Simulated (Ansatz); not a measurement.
# WS2: the cost of one run

Computed with Ansatz 0.2.0 (DFT LDA+U (U_eff = 6 eV on W d), plane waves, PAW, no spin–orbit coupling unless a run says so, unless a step's input says otherwise).

The COD entry's cell or inner coordinates are ideal or old and differ from later refinements, so a difference from it is no clean test against experiment.

### Step 1. The structure to begin with

Symmetry: P6_3/mmc, No. 194, hexagonal system. The conventional cell has a = 3.180 Å, b = 3.180 Å, c = 12.500 Å, α = 90.00°, β = 90.00°, γ = 120.00°. W (site symmetry -6m2) is surrounded by 6 S at 2.45 Å. S (site symmetry 3m) has 3 W at 2.45 Å as nearest neighbours.

Coordinates:

```cif
data_structure
_symmetry_space_group_name_H-M 'P 1'
_symmetry_Int_Tables_number 1
_cell_length_a 3.1800
_cell_length_b 3.1800
_cell_length_c 12.5000
_cell_angle_alpha 90.000
_cell_angle_beta 90.000
_cell_angle_gamma 120.000
_cell_volume 109.47
loop_
_atom_site_label
_atom_site_type_symbol
_atom_site_fract_x
_atom_site_fract_y
_atom_site_fract_z
_atom_site_occupancy
W1 W 0.33333 0.66667 0.25000 1
W2 W 0.66667 0.33333 0.75000 1
S1 S 0.33333 0.66667 0.62000 1
S2 S 0.66667 0.33333 0.12000 1
S3 S 0.33333 0.66667 0.88000 1
S4 S 0.66667 0.33333 0.38000 1
```

An earlier series on this cell reached its lowest free state from «ferromagnetic start, free, symmetry kept, no search», perhaps among other starts (it ended without moments).

### Step 2. Canted directions free, 60°

The input, input.yaml:

```yaml
crystal:
  lattice:
    - [3.17999949, 0.0, 0.0]
    - [-1.58999974, 2.75396034, 0.0]
    - [0.0, 0.0, 12.49999932]
  atoms:
    - { symbol: W, position: [0.3333333333, 0.6666666667, 0.25], spin: 2.0, spin_axis: [0.0, 0.0, 1.0] }
    - { symbol: W, position: [0.6666666667, 0.3333333333, 0.75], spin: 2.0, spin_axis: [0.866025, 0.0, 0.5] }
    - { symbol: S, position: [0.3333333333, 0.6666666667, 0.62] }
    - { symbol: S, position: [0.6666666667, 0.3333333333, 0.12] }
    - { symbol: S, position: [0.3333333333, 0.6666666667, 0.88] }
    - { symbol: S, position: [0.6666666667, 0.3333333333, 0.38] }
basis:
  ecutwfc: 420
  ecutrho_ratio: 4
kpoints:
  mp_grid: { grid: [7, 7, 2] }
hamiltonian:
  xc: lda
  hubbard:
    sites:
      - { site: 0, l: d, u_eff: 6.0, starting_ns: [{ occupation_matrix: s0 }] }
      - { site: 1, l: d, u_eff: 6.0, starting_ns: [{ occupation_matrix: s1 }] }
    occupation_matrices:
      s0:
        spinor_matrix:
          - [[0.97, 0.0], [0.0, 0.0], [0.0, 0.0], [0.0, 0.0], [0.0, 0.0], [0.0, 0.0], [0.0, 0.0], [0.0, 0.0], [0.0, 0.0], [0.0, 0.0]]
          - [[0.0, 0.0], [0.02, 0.0], [0.0, 0.0], [0.0, 0.0], [0.0, 0.0], [0.0, 0.0], [0.0, 0.0], [0.0, 0.0], [0.0, 0.0], [0.0, 0.0]]
          - [[0.0, 0.0], [0.0, 0.0], [0.02, 0.0], [0.0, 0.0], [0.0, 0.0], [0.0, 0.0], [0.0, 0.0], [0.0, 0.0], [0.0, 0.0], [0.0, 0.0]]
          - [[0.0, 0.0], [0.0, 0.0], [0.0, 0.0], [0.02, 0.0], [0.0, 0.0], [0.0, 0.0], [0.0, 0.0], [0.0, 0.0], [0.0, 0.0], [0.0, 0.0]]
          - [[0.0, 0.0], [0.0, 0.0], [0.0, 0.0], [0.0, 0.0], [0.97, 0.0], [0.0, 0.0], [0.0, 0.0], [0.0, 0.0], [0.0, 0.0], [0.0, 0.0]]
          - [[0.0, 0.0], [0.0, 0.0], [0.0, 0.0], [0.0, 0.0], [0.0, 0.0], [0.02, 0.0], [0.0, 0.0], [0.0, 0.0], [0.0, 0.0], [0.0, 0.0]]
          - [[0.0, 0.0], [0.0, 0.0], [0.0, 0.0], [0.0, 0.0], [0.0, 0.0], [0.0, 0.0], [0.02, 0.0], [0.0, 0.0], [0.0, 0.0], [0.0, 0.0]]
          - [[0.0, 0.0], [0.0, 0.0], [0.0, 0.0], [0.0, 0.0], [0.0, 0.0], [0.0, 0.0], [0.0, 0.0], [0.02, 0.0], [0.0, 0.0], [0.0, 0.0]]
          - [[0.0, 0.0], [0.0, 0.0], [0.0, 0.0], [0.0, 0.0], [0.0, 0.0], [0.0, 0.0], [0.0, 0.0], [0.0, 0.0], [0.02, 0.0], [0.0, 0.0]]
          - [[0.0, 0.0], [0.0, 0.0], [0.0, 0.0], [0.0, 0.0], [0.0, 0.0], [0.0, 0.0], [0.0, 0.0], [0.0, 0.0], [0.0, 0.0], [0.02, 0.0]]
      s1:
        spinor_matrix:
          - [[0.7325, 0.0], [0.0, 0.0], [0.0, 0.0], [0.0, 0.0], [0.0, 0.0], [0.41136, 0.0], [0.0, 0.0], [0.0, 0.0], [0.0, 0.0], [0.0, 0.0]]
          - [[0.0, 0.0], [0.02, 0.0], [0.0, 0.0], [0.0, 0.0], [0.0, 0.0], [0.0, 0.0], [0.0, 0.0], [0.0, 0.0], [0.0, 0.0], [0.0, 0.0]]
          - [[0.0, 0.0], [0.0, 0.0], [0.02, 0.0], [0.0, 0.0], [0.0, 0.0], [0.0, 0.0], [0.0, 0.0], [0.0, 0.0], [0.0, 0.0], [0.0, 0.0]]
          - [[0.0, 0.0], [0.0, 0.0], [0.0, 0.0], [0.02, 0.0], [0.0, 0.0], [0.0, 0.0], [0.0, 0.0], [0.0, 0.0], [0.0, 0.0], [0.0, 0.0]]
          - [[0.0, 0.0], [0.0, 0.0], [0.0, 0.0], [0.0, 0.0], [0.7325, 0.0], [0.0, 0.0], [0.0, 0.0], [0.0, 0.0], [0.0, 0.0], [0.41136, 0.0]]
          - [[0.41136, 0.0], [0.0, 0.0], [0.0, 0.0], [0.0, 0.0], [0.0, 0.0], [0.2575, 0.0], [0.0, 0.0], [0.0, 0.0], [0.0, 0.0], [0.0, 0.0]]
          - [[0.0, 0.0], [0.0, 0.0], [0.0, 0.0], [0.0, 0.0], [0.0, 0.0], [0.0, 0.0], [0.02, 0.0], [0.0, 0.0], [0.0, 0.0], [0.0, 0.0]]
          - [[0.0, 0.0], [0.0, 0.0], [0.0, 0.0], [0.0, 0.0], [0.0, 0.0], [0.0, 0.0], [0.0, 0.0], [0.02, 0.0], [0.0, 0.0], [0.0, 0.0]]
          - [[0.0, 0.0], [0.0, 0.0], [0.0, 0.0], [0.0, 0.0], [0.0, 0.0], [0.0, 0.0], [0.0, 0.0], [0.0, 0.0], [0.02, 0.0], [0.0, 0.0]]
          - [[0.0, 0.0], [0.0, 0.0], [0.0, 0.0], [0.0, 0.0], [0.41136, 0.0], [0.0, 0.0], [0.0, 0.0], [0.0, 0.0], [0.0, 0.0], [0.2575, 0.0]]
    ns_hold: { iters: 8 }
scf:
  occupations: { method: gaussian, width: 0.05 }
  lower_state_search: "off"
  max_iter: 150
output:
  forces: true
  stress: true
  eigenvalues: true
  populations: true
  hubbard: { sites: [{ site: 0, l: d }, { site: 1, l: d }] }
  write_density: true
  write_potential: true
  elf: true
  volumetric_format: npy
magnetization:
  noncollinear: true
  spin_orbit: false
```

The typed matrices put 0.97 on the chosen orbitals and 0.02 on the others, and are held for 8 cycles. Spins may be non-collinear here, without spin–orbit coupling.

Command:

```
$ ansatz run input.yaml --threads 4 --pin off --max-ram 6144MiB --backend cpu --events-out ev --progress --plain --runs-dir out
```

What time and memory should one allow on 4 threads of Arm Neoverse V1, shared host?

About 99 s, with a peak of 1.1 GiB.
